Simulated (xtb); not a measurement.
**CH8NPSi (SMILES C[SiH](N)P) at GFN2-xTB (ALPB ether)**

Aim: a structure relaxation of CH8NPSi. 

The results are computed with xtb 6.7.1 later snapshot.

2 further runs of the same task are left out: 2 set aside as unsound or not needed.

**1. The structure to begin with**

CH8NPSi has 12 atoms, charge 0, and is taken as a singlet. As SMILES, `C[SiH](N)P`. Geometry: relaxed at GFN2-xTB. This is one conformer, not always the lowest. The run starts from this shape.

Bond lengths: C1–Si2 1.908 Å, Si2–N3 1.724 Å, Si2–P4 2.249 Å, C1–H5 1.086 Å, C1–H6 1.086 Å, C1–H7 1.087 Å, Si2–H8 1.471 Å, N3–H9 1.006 Å, N3–H10 1.007 Å, P4–H11 1.382 Å, P4–H12 1.381 Å. Some angles: C1–Si2–N3 116.1°, C1–Si2–P4 107.7°, N3–Si2–P4 103.9°, C1–Si2–H8 109.2°, N3–Si2–H8 105.2°, P4–Si2–H8 114.9°, Si2–C1–H5 111.6°, Si2–C1–H6 111.0°, Si2–C1–H7 111.3°, Si2–N3–H9 119.7°.

**2. A structure relaxation at GFN2-xTB (ALPB ether)**

Contents of coord:

```
$coord
     -0.804532000298      2.525751246391     -1.710334423615  c
     -0.318494441044     -0.062153092239      0.753622778501  si
      2.449765358920      0.092332018449      2.465884722763  n
     -0.039400789698     -3.771269735132     -1.303155135542  p
     -2.661150123221      2.405148925117     -2.575696707865  h
     -0.637064471134      4.386753533923     -0.863661530738  h
      0.586665475390      2.395246760224     -3.216257172329  h
     -2.354447573194      0.079878723288      2.640930053687  h
      2.926297595767      1.709521841381      3.344229425489  h
      4.005841438982     -0.794951088846      1.825003004857  h
     -2.513146773140     -3.738728651266     -2.138130623708  h
     -0.640333697329     -5.227549378552      0.777565608500  h
$end
```

On the command line:

```
$ xtb coord --gfn 2 -o --alpb ether > run.log 2> xtb.err
```

What values should one expect? Wanted: total energy at the end; dipole moment; HOMO energy; LUMO energy; HOMO–LUMO gap; dispersion energy; solvent term in the energy; mean polarisability.

**Answer.** As computed:

Level: GFN2-xTB (ALPB ether).

| quantity | value |
| --- | --- |
| total energy at the end | -13.40008 Eh |
| dipole moment | 2.56 D |
| HOMO energy | -10.03 eV |
| LUMO energy | -5.29 eV |
| HOMO–LUMO gap | 4.74 eV |
| dispersion energy | -19.01 kJ/mol |
| solvent term in the energy | -28.5 kJ/mol |
| mean polarisability (D4 model) | 77.9 bohr³ |

At the final geometry: Bond lengths: C1–Si2 1.911 Å, Si2–N3 1.721 Å, Si2–P4 2.255 Å, C1–H5 1.086 Å, C1–H6 1.086 Å, C1–H7 1.088 Å, Si2–H8 1.475 Å, N3–H9 1.007 Å, N3–H10 1.008 Å, P4–H11 1.382 Å, P4–H12 1.381 Å. Some angles: C1–Si2–N3 116.7°, C1–Si2–P4 107.9°, N3–Si2–P4 104.6°, C1–Si2–H8 109.0°, N3–Si2–H8 105.9°, P4–Si2–H8 112.8°, Si2–C1–H5 111.6°, Si2–C1–H6 110.7°, Si2–C1–H7 111.4°, Si2–N3–H9 119.9°. The optimisation took 4 steps and changed the energy by -0.003 eV. Mulliken charges run from -0.42 on N3 to +0.50 on Si2.
